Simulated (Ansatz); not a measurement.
**LaTe (Pm-3m): all-electron LAPW single point**

A script is to give an all-electron LAPW single point; the system is LaTe (Pm-3m).

Computed with Ansatz 0.2.0 through its Python package. Level of theory: DFT LDA, all-electron LAPW.

## Step 1: The structure

Symmetry: Pm-3m, No. 221, cubic system. Conventional cell: a = 3.936 Å, b = 3.936 Å, c = 3.936 Å, α = 90.00°, β = 90.00°, γ = 90.00°. Around La (site symmetry m-3m) lie 8 Te at 3.41 Å. Te (site symmetry m-3m) is surrounded by 8 La at 3.41 Å.

The script reads late.xyz:

```xyz
2
Lattice="3.936092 0.0 0.0 0.0 3.936092 0.0 0.0 0.0 3.936092" Properties=species:S:1:pos:R:3 pbc="T T T"
La    0.00000000    0.00000000    0.00000000
Te    1.96804600    1.96804600    1.96804600
```

## Step 2: The script

Contents of late.py:

```python
"""LaTe with all its electrons on LAPW."""

import warnings

import ansatz as az
from ase.data import atomic_numbers
import numpy as np
import pandas as pd
import spglib

warnings.simplefilter("ignore", az.DeckWarning)

system = az.Crystal.from_extxyz("late.xyz")

setup = system.calculation()
setup = setup.functional("lda").kpoints(6, 6, 6)
setup = setup.occupations("Fermi-Dirac", width=0.05)
setup = setup.pseudopotentials("all_electron", lapw=True).forces()
setup = setup.band_table()
done = setup.run()
report = done.report

print("%-22s %14.5f eV" % ("F = E - TS", report["free_energy_ev"]))
print("%-22s %14.5f eV" % ("E", report["internal_energy_ev"]))
print("%-22s %14.5f eV" % ("Harris-Foulkes", report["harris_foulkes_ev"]))
print("%-22s %14.5f eV" % ("Fermi level", report["fermi_energy_ev"]))

spg_cell = (done.lattice.cell_ang, [s.position_frac for s in done.lattice.sites], [atomic_numbers[s.symbol] for s in done.lattice.sites])
# the group found depends on the tolerance
for tolerance in (1e-5, 1e-3, 1e-1):
    print(f"symprec {tolerance:g} A: {spglib.get_spacegroup(spg_cell, symprec=tolerance)}")
print("operations used by the run:", report["n_symmetry_ops"])

# forces, one row an atom
table = pd.DataFrame(report["forces_ev_ang"], columns=["fx", "fy", "fz"])
table.insert(0, "atom", [site["symbol"] for site in report["lattice"]["sites"]])
print(table.round(4).to_string())

table = np.array(report["eigenvalues_ev"]) - report["fermi_energy_ev"]
filling = np.array(report["occupations"])
weights = np.tile(report["kweights"], len(table) // len(report["kweights"]))
print("band   lowest  highest (eV from E_F)  electrons")
for band in range(table.shape[1]):
    if table[:, band].max() > -12:
        print(f"{band + 1:4d} {table[:, band].min():8.3f} {table[:, band].max():8.3f} {weights @ filling[:, band]:18.4f}")
print("electrons counted from the table:", round(float(weights @ filling.sum(axis=1)), 5))

errors = report["lapw_basis_errors"]
print(f"estimated basis error {1000 * errors['total_ev_per_atom']:.3f} meV/atom, target {1000 * errors['basis_error_target_ev_per_atom']:.3f}")
for sphere in errors["spheres"]:
    print(f"  {sphere['species']:2s} muffin-tin radius {sphere['muffin_tin_radius_ang']:.3f} A, core shells {sphere['core_shells']}")
```

## Step 3: The input behind the calls

The package turns the script's settings into the engine's input:

```yaml
crystal:
  lattice:
    - [3.936092, 0.0, 0.0]
    - [0.0, 3.936092, 0.0]
    - [0.0, 0.0, 3.936092]
  atoms:
    - { symbol: La, position: [0.0, 0.0, 0.0] }
    - { symbol: Te, position: [0.5, 0.5, 0.5] }
kpoints:
  mp_grid:
    grid: [6, 6, 6]
hamiltonian:
  xc: lda
  pseudopotentials:
    kind: all_electron
    lapw: {}
scf:
  occupations:
    method: fermi_dirac
    width: 0.05
output:
  forces: true
  eigenvalues: true
```

## Step 4: Running it

Run with:

```bash
python late.py
```

Q: Predict the main results. Wanted: free energy; gap on the mesh; largest force.

The runs gave:

| quantity | value |
| --- | --- |
| free energy | -415669.2005 eV (-207834.6002 eV/atom) |
| gap on the mesh | none |
| largest force | 0.000 eV/Å |

Filled and empty levels meet on the mesh: no gap at this level. All forces vanish by symmetry. Caveats:
- All-electron totals depend on functional, relativistic treatment and basis; only differences at equal settings carry meaning.
- The computed bands are complete only to about 1.3 eV above the Fermi level.
- For a metal this k-point mesh is coarse: on a finer one energies can move by several to tens of meV an atom and pressures by half a GPa or more, differences at one mesh by less.
- An absolute Fermi energy rests on an arbitrary zero of the periodic potential and has no direct meaning.
- The structure comes from a database of computed cells and needn't be a stable or known phase.
- Gaps and levels are Kohn-Sham values on a finite set of k-points, without spin-orbit coupling.
